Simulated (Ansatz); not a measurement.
# SiNi (rocksalt type): a relaxation

Wanted: a converged relaxation for SiNi (rocksalt type), and a check of what comes out. The structure is shown as the input types it.

Program: Ansatz 0.2.0. Level of theory: DFT, LDA, PAW with Ansatz's default frozen-core files, scalar-relativistic. These are calculated values, not measurements.

## 1. Starting point

Symmetry: Fm-3m, No. 225, cubic system. The conventional cell has a = 4.605 Å, b = 4.605 Å, c = 4.605 Å, α = 90.00°, β = 90.00°, γ = 90.00°. Ni (site symmetry m-3m) is surrounded by 6 Si at 2.30 Å. Si (site symmetry m-3m) is surrounded by 6 Ni at 2.30 Å.

Structure file:

```
Ni Si
1.0
     0.00000    2.30249    2.30249
     2.30249    0.00000    2.30249
     2.30249    2.30249    0.00000
Ni Si
1 1
Cartesian
  0.0000 0.0000 0.0000
  2.3025 2.3025 2.3025
```

## 2. Running it

Input file input.yaml:

```yaml
crystal:
  lattice:
    - [0.0, 2.3024851496, 2.3024851496]
    - [2.3024851496, 0.0, 2.3024851496]
    - [2.3024851496, 2.3024851496, 0.0]
  atoms:
    - { symbol: Ni, position: [0.0, 0.0, 0.0] }
    - { symbol: Si, position: [0.5, 0.5, 0.5] }
kpoints:
  mp_grid: { grid: [1, 1, 1] }
scf:
  occupations: { method: fermi_dirac, width: 0.08 }
  max_iter: 60
hamiltonian:
  xc: lda
  pseudopotentials: { kind: paw }
output:
  forces: true
  stress: true
relax:
  f_tol: 0.005
  max_steps: 40
  cell: {}
```

Run with:

```console
$ ansatz run input.yaml --threads 1 --pin off --max-ram 2048MiB --backend cpu --events-out ev --progress --plain --runs-dir out
```

What happens when this is run?

The run converged and reported no error. Convergence says nothing about whether the input makes sense.

The suspect setting: kpoints.mp_grid.grid is [1, 1, 1]. Band dispersion is ignored when only one k-point is used.

Run again and compare: set kpoints.mp_grid.grid to [16, 16, 16].
